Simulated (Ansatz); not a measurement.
# La: the cost of one run

Method: DFT PBEsol, scalar-relativistic, plane waves, PAW, in Ansatz 0.2.0.

72 further runs of the same task are left out: 72 set aside as unsound or not needed.

### 1 The system as given

It takes space group P6_3/mmc (No. 194, hexagonal). Conventional cell: a = 3.770 Å, b = 3.770 Å, c = 12.130 Å, α = 90.00°, β = 90.00°, γ = 120.00°. Around La (site symmetry -3m) lie 12 La at 3.73 to 3.77 Å. La (site symmetry -6m2) has 12 La at 3.73 to 3.77 Å as nearest neighbours.

Coordinates:

```cif
data_structure
_symmetry_space_group_name_H-M 'P6_3/mmc'
_symmetry_Int_Tables_number 194
_cell_length_a 3.7700
_cell_length_b 3.7700
_cell_length_c 12.1300
_cell_angle_alpha 90.000
_cell_angle_beta 90.000
_cell_angle_gamma 120.000
_cell_volume 149.30
loop_
_atom_site_label
_atom_site_type_symbol
_atom_site_symmetry_multiplicity
_atom_site_Wyckoff_symbol
_atom_site_fract_x
_atom_site_fract_y
_atom_site_fract_z
_atom_site_occupancy
La1 La 2 a 0.00000 0.00000 0.00000 1
La2 La 2 c 0.33333 0.66667 0.25000 1
```

### 6 Setting up the map

The energy is mapped over the lattice constants a and c of the conventional cell.

- lattice constant a (and b): 11 values from 3.478 to 3.844 Å
- lattice constant c: 11 values from 10.306 to 13.116 Å

Nothing else is relaxed (symmetry fixes all fractional coordinates). Energies count from the relaxed crystal. Points are written as (first, second).

(The set-up runs are not shown.)

### 7 Grid point (3.844 Å, 11.149 Å)

Contents of input.yaml:

```yaml
crystal:
  lattice:
    - [3.8443, 0.0, 0.0]
    - [-1.92215, 3.3292614598, 0.0]
    - [0.0, 0.0, 11.1487]
  atoms:
    - { symbol: La, position: [0.0, 0.0, 0.0] }
    - { symbol: La, position: [0.0, 0.0, 0.5] }
    - { symbol: La, position: [0.3333333333, 0.6666666667, 0.25] }
    - { symbol: La, position: [0.6666666667, 0.3333333333, 0.75] }
basis:
  ecutwfc: 420
kpoints:
  mp_grid: { grid: [12, 12, 4] }
hamiltonian:
  xc: pbesol
scf:
  occupations: { method: gaussian, width: 0.15 }
output:
  forces: true
  stress: true
  eigenvalues: true
```

Started as:

```bash
ansatz run input.yaml --threads 4 --pin off --max-ram 10240MiB --backend cpu --events-out ev --progress --plain --runs-dir out
```

What time and memory should one allow on 4 threads of Intel Xeon at 2.70GHz, shared host?

About 4.2 s, with a peak of 0.59 GiB.
